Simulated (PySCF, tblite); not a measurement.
**C6H7Cl: geometry, infrared bands and NMR shifts**

Aim: predict the infrared bands and NMR shifts of C6H7Cl (`CC#C/C(C)=C/Cl`).

The runs use tblite 0.8.0 and PySCF 2.14.0, with density-fitted response routines of our own; the level of theory stands in each step. All values are computed, except where a source is named. Atoms count from 0, in the outputs and in this text.

### 1 The molecule as given

14 atoms, charge 0, multiplicity 1; geometry from: force field or distance geometry start.

Bonds of the start (Å): C0–C1 1.48, C1–C2 1.19, C2–C3 1.44, C3–C4 1.51, C3–C5 1.33, C5–Cl6 1.71, C0–H7 1.10, C0–H8 1.09, C0–H9 1.08, C4–H10 1.09, C4–H11 1.10, C4–H12 1.10, C5–H13 1.09.

### 2 Geometry optimisation with GFN2-xTB

What the job is given:

```
{"job": {"kind": "relax", "xc": "GFN2-xTB", "basis": "xTB"}, "charge": 0, "multiplicity": 1}
C      3.004800    -0.137100     0.013100
C      1.537000    -0.006100    -0.089700
C      0.356900     0.086100    -0.153400
C     -1.075800     0.211600    -0.255300
C     -1.891200    -1.020800     0.078500
C     -1.586100     1.391600    -0.610300
Cl    -3.244000     1.767400    -0.785000
H      3.414000     0.624200     0.696300
H      3.284100    -1.124600     0.392800
H      3.458100    -0.000600    -0.962300
H     -1.695300    -1.350000     1.095500
H     -1.627500    -1.840000    -0.606000
H     -2.973000    -0.858500    -0.007900
H     -0.962600     2.256400    -0.833600
```

The run is started by

```sh
OMP_NUM_THREADS=1 python probes_run.py task.json out
```

One launch serves the whole session: the jobs run in the order shown.

**Question.** This job is followed by: GFN2-xTB harmonic vibrations, gas phase; GIAO PBE0/pcSseg-1 NMR shielding, non-relativistic, gas phase. What will the session give for the following? strongest single infrared mode (GFN2-xTB); zero-point energy (GFN2-xTB); ¹³C shifts against TMS (PBE0/pcSseg-1); ¹H shifts against TMS (PBE0/pcSseg-1, means over atoms taken as alike); ³⁵Cl shifts against HCl (PBE0/pcSseg-1).

As calculated:

```
                                                              quantity                                    value
                             strongest single infrared mode (GFN2-xTB)                     2372 cm⁻¹, 59 km/mol
                                          zero-point energy (GFN2-xTB)                            66.4 kcal/mol
                                ¹³C shifts against TMS (PBE0/pcSseg-1)  137.0, 129.5, 98.0, 84.6, 20.6, 5.6 ppm
¹H shifts against TMS (PBE0/pcSseg-1, means over atoms taken as alike)                     6.39, 2.18, 2.04 ppm
                               ³⁵Cl shifts against HCl (PBE0/pcSseg-1)                                  200 ppm
```

**Reading.** The optimisation took 38 steps and gained 0.086 eV; among the close pairs (by a distance rule), C0–C1 changed most, from 1.477 to 1.444 Å. All 36 modes are real, so the xTB geometry is a minimum. The strongest single mode, at 2372 cm⁻¹, moves mainly C1 and C2. GFN2-xTB is a fitted tight-binding method: band positions and strengths are rough. Its intensities can rank the bands wrongly. The most deshielded hydrogen is H13 (hydrogen on an alkene CH), at 6.39 ppm: attached to an sp2 carbon and in the plane of the double bond. At PBE0/pcSseg-1: Shielding is most anisotropic at Cl6 (span 372 ppm, paramagnetic term -396 ppm).
